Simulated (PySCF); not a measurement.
# C2H7GaGe: the cost of one run

Programs: PySCF 2.14.0, with density-fitted response routines of our own. Each step states its level of theory. These are calculated values for one molecule in the gas phase, unless marked as measured. Atoms are numbered from 0 throughout.

### 1 The starting structure

11 atoms, charge 0, multiplicity 1; geometry from: PBE0-D3(BJ)/def2-SVP.

Bonds of the start (Å): C0–C1 1.35, C1–Ga2 1.96, C1–Ge3 1.95, C0–H4 1.10, C0–H5 1.10, Ga2–H6 1.57, Ga2–H7 1.57, Ge3–H8 1.54, Ge3–H9 1.54, Ge3–H10 1.54.

### 2 Shielding tensors: PBE0/6-31G*

Job settings and geometry (Å):

```
{"job": {"kind": "nmr", "xc": "PBE0", "basis": "6-31G*", "pop": true}, "charge": 0, "multiplicity": 1}
C     -0.027425     0.849714    -1.366232
C      0.113425     0.132759    -0.235320
Ga     1.928292    -0.401642     0.280120
Ge    -1.456792    -0.338072     0.813658
H     -1.003330     1.194136    -1.739852
H      0.833573     1.135846    -1.987053
H      2.193655    -1.247248     1.577941
H      3.098540     0.055888    -0.667674
H     -1.578584    -1.870521     0.930885
H     -2.724551     0.226375     0.138684
H     -1.338501     0.236869     2.239231
```

Level: GIAO PBE0/6-31G* NMR shielding, non-relativistic, gas phase.

The run is started by

```sh
> OMP_NUM_THREADS=1 python probes_run.py task.json out
```

This one command runs all jobs of the session in turn.

Q: Estimate the wall time and peak memory of this first job on 1 thread of Arm Neoverse N1, shared host.

About 18 s, with a peak of 0.61 GiB.
